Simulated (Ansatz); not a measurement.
# AlO5: the cost of one run

Program: Ansatz 0.2.0. Level of theory: DFT PBE, scalar-relativistic, plane waves, PAW. These are calculated values, not measurements.

### Step 1. Starting point

The structure is trigonal, space group R-3m (No. 166). Conventional cell: a = 5.243 Å, b = 5.243 Å, c = 8.897 Å, α = 90.00°, β = 90.00°, γ = 120.00°. Around Al (site symmetry -3m) lie 8 O at 1.96 to 2.12 Å. O (site symmetry 2/m) is surrounded by 2 O at 1.59 Å and 2 Al at 2.12 Å. O (site symmetry 3m) has 3 O at 1.59 Å and 1 Al at 1.96 Å as nearest neighbours.

Coordinates:

```cif
data_structure
_symmetry_space_group_name_H-M 'R-3m:H'
_symmetry_Int_Tables_number 166
_cell_length_a 5.2429
_cell_length_b 5.2429
_cell_length_c 8.8967
_cell_angle_alpha 90.000
_cell_angle_beta 90.000
_cell_angle_gamma 120.000
_cell_volume 211.79
loop_
_atom_site_label
_atom_site_type_symbol
_atom_site_symmetry_multiplicity
_atom_site_Wyckoff_symbol
_atom_site_fract_x
_atom_site_fract_y
_atom_site_fract_z
_atom_site_occupancy
Al1 Al 3 b 0.33333 0.66667 0.16667 1
O1 O 9 e 0.16667 0.33333 0.33333 1
O2 O 6 c 0.33333 0.66667 0.38695 1
```

A structure generator made this guess: random cell by space group and Wyckoff sites (R-3m, No. 166). The dimensions are guesses.

### Step 2. A first look at the guess

input.yaml

```yaml
crystal:
  lattice:
    - [2.62146609, 1.51350415, 2.96555366]
    - [-2.62146609, 1.51350415, 2.96555366]
    - [0.0, -3.0270083, 2.96555366]
  atoms:
    - { symbol: Al, position: [0.5, 0.5, 0.5] }
    - { symbol: O, position: [0.5, 0.5, 0.0] }
    - { symbol: O, position: [0.0, 0.5, 0.5] }
    - { symbol: O, position: [0.5, 0.0, 0.5] }
    - { symbol: O, position: [0.72028092, 0.72028092, 0.72028092] }
    - { symbol: O, position: [0.27971908, 0.27971908, 0.27971908] }
basis:
  ecutwfc: 420
kpoints:
  mp_grid: { grid: [6, 6, 6] }
hamiltonian:
  xc: pbe
scf:
  occupations: { method: gaussian, width: 0.1 }
  lower_state_search: "off"
output:
  forces: true
  stress: true
  eigenvalues: true
```

Command:

```
ansatz run input.yaml --threads 1 --pin off --max-ram 2560MiB --backend cpu --events-out ev --progress --plain --runs-dir out
```

Q: Estimate wall time and peak memory on 1 thread of Intel Xeon at 2.50GHz (Skylake/Cascade Lake), shared host.

About 7 s, with a peak of 0.35 GiB.
